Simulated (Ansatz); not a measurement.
**B on AlNi (100)**

Aim: for AlNi, compare the adsorption sites of B.

Program: Ansatz 0.2.0. Level of theory: DFT PBEsol, scalar-relativistic, plane waves, PAW. These are calculated values, not measurements.

5 further runs of the same task are left out: 5 set aside as unsound or not needed.

**1. Starting point**

Symmetry: P4mm, No. 99, tetragonal system. The conventional cell has a = 2.862 Å, b = 2.862 Å, c = 25.586 Å, α = 90.00°, β = 90.00°, γ = 90.00°. Ni (site symmetry 4mm) has 4 Al at 2.48 Å in its first shell of neighbours. Al (site symmetry 4mm) is surrounded by 8 Ni at 2.48 Å. Around Ni (site symmetry 4mm) lie 8 Al at 2.47 to 2.48 Å and 6 Ni at 2.82 to 2.86 Å. Around Al (site symmetry 4mm) lie 8 Ni at 2.46 to 2.47 Å. Ni (site symmetry 4mm) is surrounded by 8 Al at 2.46 to 2.53 Å and 6 Ni at 2.79 to 2.86 Å. Al (site symmetry 4mm) has 8 Ni at 2.39 to 2.53 Å in its first shell of neighbours. Ni (site symmetry 4mm) is surrounded by 4 Al at 2.39 Å.

Structure file:

```cif
data_structure
_symmetry_space_group_name_H-M 'P4mm'
_symmetry_Int_Tables_number 99
_cell_length_a 2.8622
_cell_length_b 2.8622
_cell_length_c 25.5865
_cell_angle_alpha 90.000
_cell_angle_beta 90.000
_cell_angle_gamma 90.000
_cell_volume 209.60
loop_
_atom_site_label
_atom_site_type_symbol
_atom_site_symmetry_multiplicity
_atom_site_Wyckoff_symbol
_atom_site_fract_x
_atom_site_fract_y
_atom_site_fract_z
_atom_site_occupancy
Ni1 Ni 1 b 0.50000 0.50000 0.33221 1
Al1 Al 1 a 0.00000 0.00000 0.38814 1
Ni2 Ni 1 b 0.50000 0.50000 0.44407 1
Al2 Al 1 a 0.00000 0.00000 0.49966 1
Ni3 Ni 1 b 0.50000 0.50000 0.55420 1
Al3 Al 1 a 0.00000 0.00000 0.61325 1
Ni4 Ni 1 b 0.50000 0.50000 0.66322 1
```

Planes are indexed in the bulk's conventional cell (Pm-3m (No. 221)), a = 2.862 Å, b = 2.862 Å, c = 2.862 Å, α = 90.00°, β = 90.00°, γ = 90.00°.

It is a (100) slab, 8.6 Å thick as cut, with 17 Å of vacuum; its outer planes are Ni (top) and Ni (bottom). An earlier relaxation, lower half held, gave -24795.0204 eV, work function 4.79 eV (top face), 4.76 eV (bottom face).

**2. B at the top (Ni) site**

input.yaml reads:

```yaml
crystal:
  lattice:
    - [2.8621655485, 0.0, 0.0]
    - [0.0, 2.8621655485, 0.0]
    - [0.0, 0.0, 27.5864966455]
  atoms:
    - { symbol: Ni, position: [0.5, 0.5, 0.3081217636] }
    - { symbol: Al, position: [0.0, 0.0, 0.3599979694] }
    - { symbol: Ni, position: [0.5, 0.5, 0.411874175] }
    - { symbol: Al, position: [0.0, 0.0, 0.4634325494] }
    - { symbol: Ni, position: [0.5, 0.5, 0.5140172944] }
    - { symbol: Al, position: [0.0, 0.0, 0.5687870211] }
    - { symbol: Ni, position: [0.5, 0.5, 0.6151410701] }
    - { symbol: B, position: [0.5, 0.5, 0.6905402781] }
basis:
  ecutwfc: 420
kpoints:
  mp_grid: { grid: [10, 10, 1] }
hamiltonian:
  xc: pbesol
scf:
  occupations: { method: gaussian, width: 0.1 }
output:
  forces: true
  eigenvalues: true
  write_density: true
  write_potential: true
  elf: true
  volumetric_format: npy
relax:
  adjacent_minimum: "off"
  f_tol: 0.03
  max_steps: 70
  constraints: [{ sites: [0, 1, 2] }]
efield:
  axis: 3
  dipole_correction: true
  ramp_width: 0.04
```

Command:

```console
ansatz run input.yaml --threads 2 --pin off --max-ram 5120MiB --backend cpu --events-out ev --progress --plain --runs-dir out
```

Further runs follow: B put at a bridge (Ni-Ni) site; start: B, hollow over Al.

What does the calculation give? Wanted: B: lowest end.

As calculated:

```
     quantity                                                                 value
B: lowest end  E_ads -6.37 eV, from the hollow over Al start, 5 bonded, 0.42 Å high
```

What this shows: B binds with 6.37 eV at best, a strong chemical bond when counted from the free atom, not from the element's molecule or solid; the ends span 2.19 eV. It raises the work function by 0.54 eV, as a dipole layer with its negative end outwards does. The slab runs have no spin polarisation, while the free adsorbate has its spin; a moment that survived on the surface would lower E_ads. A start on a symmetric site keeps its symmetry, so an end may be a saddle point and not a minimum. Spin polarisation is off in the runs that give these values; a magnetic solution could lie lower.
